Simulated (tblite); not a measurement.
# C5H14OSeSi: the cost of one run

Programs: tblite 0.8.0 and PySCF 2.14.0, with density-fitted response routines of our own. Each step states its level of theory. These are calculated values for one molecule in the gas phase, unless marked as measured. Atoms are numbered from 0 throughout.

## 1. The starting structure

22 atoms, charge 0, multiplicity 1; geometry from: force field or distance geometry start.

Bonds of the start (Å): C0–O1 1.42, O1–C2 1.40, C2–Se3 1.95, Se3–Si4 2.25, Si4–C5 1.87, C5–C6 1.51, C5–C7 1.52, C0–H8 1.11, C0–H9 1.12, C0–H10 1.10, C2–H11 1.12, C2–H12 1.10, Si4–H13 1.48, Si4–H14 1.48, C5–H15 1.11, C6–H16 1.10, C6–H17 1.11, C6–H18 1.12, C7–H19 1.11, C7–H20 1.10, C7–H21 1.12.

## 2. Relaxing the molecule with GFN2-xTB

The job: settings as JSON, then the geometry in Å.

```
{"job": {"kind": "relax", "xc": "GFN2-xTB", "basis": "xTB"}, "charge": 0, "multiplicity": 1}
C      4.567700     0.700800     0.286300
O      3.254800     0.744200     0.832600
C      2.604100    -0.481500     0.674300
Se     0.805500    -0.427700     1.424100
Si    -0.647500    -0.358800    -0.298800
C     -2.429800    -0.173700     0.248900
C     -3.199300    -1.072900    -0.694100
C     -2.903100     1.248900    -0.020200
H      4.477100     0.486300    -0.800900
H      5.064500    -0.201300     0.723300
H      5.113500     1.635700     0.470800
H      3.209700    -1.245100     1.219500
H      2.540700    -0.664900    -0.413100
H     -0.462600    -1.570000    -1.128000
H     -0.280100     0.804000    -1.137900
H     -2.535800    -0.457100     1.314200
H     -2.705700    -2.061200    -0.670000
H     -3.108600    -0.606700    -1.702400
H     -4.268300    -1.168900    -0.378400
H     -3.792600     1.248300    -0.685800
H     -3.197200     1.798800     0.889700
H     -2.117500     1.842100    -0.555500
```

The run is started by

```
> OMP_NUM_THREADS=1 python probes_run.py task.json out
```

The driver reads the jobs from task.json and runs them one after another.

Q: Estimate the wall time and peak memory of this first job on 1 thread of Arm Neoverse V1, shared host.

About 2.6 s, with a peak of 0.18 GiB.
